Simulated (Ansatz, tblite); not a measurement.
**In11As10 wurtzite off sphere (In₁₁As₁₀H₂₈−): a ladder of methods and basis sets**

The task here is to estimate one member of a computed series from the others.

Program: Ansatz 0.2.0, Gaussian basis. Level of theory: as each input shows. These are calculated values, not measurements.

Plan: GFN1-xTB, GFN2-xTB, PBE-D4/def2-TZVP, r2SCAN-D4/def2-TZVP, BLYP-D4/def2-TZVP, PBE-D4/def2-SVP, PBE0-D4/def2-SVP, MP2/def2-SVP, RPA/def2-SVP.

2 further runs of the same task are left out: 1 for a known fault of the program, 1 set aside as unsound or not needed. Runs told in other sessions of the task aren't counted.

**The geometry**

The singlet was relaxed beforehand with PBE-D4/def2-SVP.

49 atoms, charge -1, spin multiplicity 1.

Bond lengths: In1–As2 2.769 Å, In1–As5 2.673 Å, In1–H22 1.748 Å, In1–H23 1.748 Å, As2–In7 2.706 Å, As2–H24 1.532 Å, As2–H25 1.532 Å, In3–As4 2.694 Å, In3–As5 2.636 Å, In3–As14 2.713 Å, In3–H26 1.751 Å, As4–In9 2.765 Å, As4–H27 1.530 Å, As4–H28 1.534 Å, As5–In6 2.670 Å, As5–In15 2.657 Å, In6–As8 2.731 Å, In6–As10 2.648 Å and more. Angles: As2–In1–As5 95.4°, As2–In1–H22 104.1°, As2–In1–H23 104.0°, As5–In1–H22 112.1°, As5–In1–H23 111.0°, H22–In1–H23 125.1°, In1–As2–In7 124.9°, In1–As2–H24 110.4°, In1–As2–H25 111.1°, In7–As2–H24 104.9°, In7–As2–H25 106.1°, H24–As2–H25 95.1°, As4–In3–As5 104.1°, As4–In3–As14 99.9°, As4–In3–H26 113.2°, As5–In3–As14 105.6°, As5–In3–H26 121.3°, As14–In3–H26 110.4° and more.

In takes a core potential in the def2 sets. No spin-orbit coupling is included. The ion is computed in the gas phase, without counter-ions or solvent.

PBE0-D4/def2-TZVP was run before; its log isn't repeated, and its numbers join the tables.

The first run:

Tight binding, by tblite at 300 K electronic temperature and without a spin-polarisation term:

```python
tblite.interface.Calculator('GFN1-xTB', numbers, positions, charge=-1, uhf=0).singlepoint()
```

Tight binding, by tblite at 300 K electronic temperature and without a spin-polarisation term:

```python
tblite.interface.Calculator('GFN2-xTB', numbers, positions, charge=-1, uhf=0).singlepoint()
```

start.molden holds the orbitals of an earlier run on this state, given as this run's starting guess.

Input file in.yaml:

```yaml
crystal:
  periodic: [false, false, false]
  atoms:
    - {symbol: In, position_ang: [0.349928, -4.809403, -0.232767]}
    - {symbol: As, position_ang: [0.456969, -4.445020, 2.509701]}
    - {symbol: In, position_ang: [0.432108, -2.301668, -3.465926]}
    - {symbol: As, position_ang: [-1.608465, -0.729084, -4.254669]}
    - {symbol: As, position_ang: [0.336944, -2.204285, -0.833022]}
    - {symbol: In, position_ang: [-1.903552, -0.957669, -0.089330]}
    - {symbol: In, position_ang: [0.487074, -2.042475, 3.753999]}
    - {symbol: As, position_ang: [-1.578080, -0.800469, 2.617548]}
    - {symbol: In, position_ang: [-2.050840, 1.905715, -3.542091]}
    - {symbol: As, position_ang: [-1.877737, 1.565645, -0.890646]}
    - {symbol: In, position_ang: [-4.162194, 2.743422, -0.171833]}
    - {symbol: In, position_ang: [-1.598137, 1.600754, 3.786416]}
    - {symbol: As, position_ang: [-3.713319, 2.756923, 2.572967]}
    - {symbol: As, position_ang: [2.529995, -0.735132, -4.177395]}
    - {symbol: In, position_ang: [2.584683, -1.011466, -0.068594]}
    - {symbol: As, position_ang: [2.493273, -0.746448, 2.603985]}
    - {symbol: In, position_ang: [3.235169, 1.838737, -3.435316]}
    - {symbol: As, position_ang: [2.353836, 1.517325, -0.916913]}
    - {symbol: In, position_ang: [0.231002, 2.938693, -0.090465]}
    - {symbol: In, position_ang: [2.851786, 1.766575, 3.571893]}
    - {symbol: As, position_ang: [0.498847, 2.689420, 2.587314]}
    - {symbol: H, position_ang: [-1.207932, -5.553774, -0.504188]}
    - {symbol: H, position_ang: [1.891409, -5.534545, -0.624993]}
    - {symbol: H, position_ang: [-0.662735, -5.232001, 3.197557]}
    - {symbol: H, position_ang: [1.596331, -5.259635, 3.130041]}
    - {symbol: H, position_ang: [0.495471, -3.830006, -4.317413]}
    - {symbol: H, position_ang: [-2.825430, -1.541102, -3.808481]}
    - {symbol: H, position_ang: [-1.808253, -0.985113, -5.753891]}
    - {symbol: H, position_ang: [-3.363466, -1.859652, -0.438595]}
    - {symbol: H, position_ang: [0.462558, -2.199169, 5.494080]}
    - {symbol: H, position_ang: [-2.788766, -1.510057, 3.235132]}
    - {symbol: H, position_ang: [-3.718827, 2.187399, -4.006346]}
    - {symbol: H, position_ang: [-0.666405, 2.725929, -4.218621]}
    - {symbol: H, position_ang: [-5.530204, 1.665907, -0.326852]}
    - {symbol: H, position_ang: [-4.168737, 4.441338, -0.592297]}
    - {symbol: H, position_ang: [-1.703706, 1.615798, 5.530881]}
    - {symbol: H, position_ang: [-4.933327, 2.215258, 3.326572]}
    - {symbol: H, position_ang: [-3.806578, 4.167765, 3.164114]}
    - {symbol: H, position_ang: [2.683045, -0.920465, -5.692000]}
    - {symbol: H, position_ang: [3.716514, -1.628692, -3.811069]}
    - {symbol: H, position_ang: [4.040038, -1.810958, -0.630364]}
    - {symbol: H, position_ang: [3.711988, -1.543005, 3.084026]}
    - {symbol: H, position_ang: [2.199080, 2.853242, -4.398090]}
    - {symbol: H, position_ang: [4.983860, 1.827887, -3.470914]}
    - {symbol: H, position_ang: [3.486850, 2.165641, -0.111510]}
    - {symbol: H, position_ang: [0.293244, 4.617593, -0.580670]}
    - {symbol: H, position_ang: [2.740903, 1.702107, 5.317521]}
    - {symbol: H, position_ang: [4.164006, 2.507277, 2.682506]}
    - {symbol: H, position_ang: [0.428979, 4.135240, 3.093605]}
basis:
  gaussian: {orbitals: def2-TZVP, fitting: {mean_field: def2-universal-jkfit}, initial_orbitals: start.molden}
total_charge: -1
hamiltonian: {xc: pbe, dispersion: d4}
scf: {omitted_lower_state_checks: [starts]}
output: {orbitals: {seedname: orbitals}}
```

On the command line:

```bash
ansatz run in.yaml --threads 11 --pin off --events-out ev --progress --plain --max-ram 174080MiB --backend cuda --devices 0, --max-vram 75GiB
```

Among the steps run: PBE-D4/def2-TZVP; r2SCAN-D4/def2-TZVP; BLYP-D4/def2-TZVP; PBE-D4/def2-SVP; PBE0-D4/def2-SVP; MP2/def2-SVP; RPA/def2-SVP.

One table of the session follows, with a row left open; its other results are not shown here.

| level | HOMO (eV) | LUMO (eV) | gap (eV) |
| --- | --- | --- | --- |
| PBE-D4/def2-SVP | -3.16 | 0.11 | 3.27 |
| PBE-D4/def2-TZVP | -3.26 | -0.03 | 3.23 |
| BLYP-D4/def2-TZVP | ? | ? | ? |
| r2SCAN-D4/def2-TZVP | -3.46 | 0.18 | 3.64 |
| PBE0-D4/def2-SVP | -4.05 | 0.80 | 4.85 |
| PBE0-D4/def2-TZVP | -4.12 | 0.68 | 4.81 |

Q: Estimate the row for BLYP-D4/def2-TZVP from the others.

The run gave: HOMO (eV): -3.11; LUMO (eV): 0.01; gap (eV): 3.12. In the column «HOMO (eV)» it is the highest.
